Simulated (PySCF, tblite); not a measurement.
**C₆H₁₃ClSi: geometry, infrared bands and NMR shifts**

What infrared bands and NMR shifts should C₆H₁₃ClSi (`CCCC/C=C/[SiH2]Cl`) show?

Computed with tblite 0.8.0 and PySCF 2.14.0, with density-fitted response routines of our own, on a single molecule in the gas phase. Atoms are numbered from 0 throughout.

### Step 1. The molecule as given

21 atoms, charge 0, multiplicity 1; geometry from: force field or distance geometry start.

Bonds of the start (Å): C0–C1 1.48, C1–C2 1.51, C2–C3 1.51, C3–C4 1.48, C4–C5 1.33, C5–Si6 1.84, Si6–Cl7 2.11, C0–H8 1.09, C0–H9 1.13, C0–H10 1.11, C1–H11 1.14, C1–H12 1.09, C2–H13 1.11, C2–H14 1.10, C3–H15 1.11, C3–H16 1.10, C4–H17 1.09, C5–H18 1.11, Si6–H19 1.49, Si6–H20 1.45.

### Step 2. Geometry optimisation with GFN2-xTB

What the job is given:

```
{"job": {"kind": "relax", "xc": "GFN2-xTB", "basis": "xTB"}, "charge": 0, "multiplicity": 1}
C     -3.432000     0.552800     0.346300
C     -2.361400    -0.448100     0.142400
C     -1.039400     0.224500    -0.156100
C      0.016800    -0.839500    -0.356500
C      1.275900    -0.113900    -0.643900
C      2.284800    -0.301000     0.195600
Si     3.927500     0.502100     0.018900
Cl     5.473200    -0.842700     0.514600
H     -3.970700     0.752100    -0.582600
H     -4.160800     0.175100     1.129300
H     -2.988900     1.513400     0.691500
H     -2.196700    -0.956000     1.149200
H     -2.667400    -1.169700    -0.612200
H     -1.060200     0.820000    -1.092600
H     -0.705800     0.884300     0.661400
H     -0.298400    -1.513200    -1.175600
H      0.055400    -1.462700     0.553400
H      1.390200     0.540600    -1.509100
H      2.160700    -0.967700     1.071000
H      4.078000     1.647700     0.959300
H      4.210500     1.018700    -1.304800
```

The run is started by

```
OMP_NUM_THREADS=1 python probes_run.py task.json out
```

This one command runs all jobs of the session in turn.

**Question.** This job is followed by: GFN2-xTB harmonic vibrations, gas phase; GIAO PBE0/pcSseg-1 NMR shielding, non-relativistic, gas phase. What will the session give for the following? strongest single infrared mode (GFN2-xTB); zero-point energy (GFN2-xTB); 13C shifts against TMS (PBE0/pcSseg-1); 1H shifts against TMS (PBE0/pcSseg-1, means over atoms taken as alike); 29Si shifts against TMS (PBE0/pcSseg-1); 35Cl shifts against HCl (PBE0/pcSseg-1); surface potential, 1st and 99th percentile.

As calculated:

| quantity | value |
| --- | --- |
| strongest single infrared mode (GFN2-xTB) | 698 cm⁻¹, 384 km/mol |
| zero-point energy (GFN2-xTB) | 107.5 kcal/mol |
| 13C shifts against TMS (PBE0/pcSseg-1) | 161.3, 130.6, 45.1, 37.6, 28.5, 17.3 ppm |
| 1H shifts against TMS (PBE0/pcSseg-1, means over atoms taken as alike) | 6.49, 5.94, 5.29, 2.22, 1.35, 1.22, 1.08 ppm |
| 29Si shifts against TMS (PBE0/pcSseg-1) | -22.1 ppm |
| 35Cl shifts against HCl (PBE0/pcSseg-1) | -57 ppm |
| surface potential, 1st and 99th percentile | -0.66 V and 0.94 V |

**Reading.** Relaxing lowered the energy by 0.533 eV in 94 steps; the close pair that moved most is Si6–Cl7, from 2.108 to 2.024 Å. No mode is imaginary among the 57: a minimum at this level. The strongest single mode, at 698 cm⁻¹, moves mainly H20 and H19. GFN2-xTB is a fitted tight-binding method: band positions and strengths are rough. Its intensities can rank the bands wrongly. At PBE0/pcSseg-1: The widest tensor belongs to C4: span 253 ppm, with a paramagnetic part of -232 ppm. By nearest atom (PBE0/pcSseg-1), the HOMO sits on C5 38 %; C4 28 % and the LUMO on C4 31 %; C5 24 %.
